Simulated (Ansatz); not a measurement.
# CO2: the cost of one run

Method: DFT, PBE, plane-wave PAW, default files, scalar-relativistic, as far as a step names no other, in Ansatz 0.2.0.

## Step 1: The structure to begin with

The structure is cubic, space group Pa-3 (No. 205). The conventional cell has a = 5.630 Å, b = 5.630 Å, c = 5.630 Å, α = 90.00°, β = 90.00°, γ = 90.00°. C (site symmetry -3) is surrounded by 2 O at 1.06 Å. O (site symmetry 3) has 1 C at 1.06 Å as nearest neighbours.

Coordinates:

```xyz
12
Lattice="5.6300 0.0000 0.0000 0.0000 5.6300 0.0000 0.0000 0.0000 5.6300" Properties=species:S:1:pos:R:3 pbc="T T T"
C     0.0000    0.0000    0.0000
C     2.8150    0.0000    2.8150
C     2.8150    2.8150    0.0000
C     0.0000    2.8150    2.8150
O     0.6097    0.6097    0.6097
O     2.2053    5.0203    3.4247
O     3.4247    2.2053    5.0203
O     5.0203    3.4247    2.2053
O     5.0203    5.0203    5.0203
O     3.4247    0.6097    2.2053
O     2.2053    3.4247    0.6097
O     0.6097    2.2053    3.4247
```

## Step 2: Single point at the given positions

Input file input.yaml:

```yaml
crystal:
  lattice:
    - [5.63, 0.0, 0.0]
    - [0.0, 5.63, 0.0]
    - [0.0, 0.0, 5.63]
  atoms:
    - { symbol: C, position: [0.0, 0.0, 0.0] }
    - { symbol: C, position: [0.5, 0.0, 0.5] }
    - { symbol: C, position: [0.5, 0.5, 0.0] }
    - { symbol: C, position: [0.0, 0.5, 0.5] }
    - { symbol: O, position: [0.1083, 0.1083, 0.1083] }
    - { symbol: O, position: [0.3917, 0.8917, 0.6083] }
    - { symbol: O, position: [0.6083, 0.3917, 0.8917] }
    - { symbol: O, position: [0.8917, 0.6083, 0.3917] }
    - { symbol: O, position: [0.8917, 0.8917, 0.8917] }
    - { symbol: O, position: [0.6083, 0.1083, 0.3917] }
    - { symbol: O, position: [0.3917, 0.6083, 0.1083] }
    - { symbol: O, position: [0.1083, 0.3917, 0.6083] }
kpoints:
  mp_grid: { grid: [4, 4, 4] }
scf:
  occupations: { method: fermi_dirac, width: 0.02 }
hamiltonian:
  xc: pbe
  pseudopotentials: { kind: paw }
output:
  forces: true
  stress: true
  populations: true
  efg: { quadrupole_moments_barn: { O: -0.02558 }, contact_densities: true }
  write_density: true
  write_potential: true
  elf: true
  volumetric_format: npy
```

Run with:

```console
ansatz run input.yaml --threads 1 --pin off --max-ram 2560MiB --backend cpu --events-out ev --progress --plain --runs-dir out
```

Q: Estimate wall time and peak memory on 1 thread of Intel Xeon Platinum 8259CL at 2.50GHz (Skylake/Cascade Lake), shared host.

About 7.8 s, with a peak of 0.5 GiB.
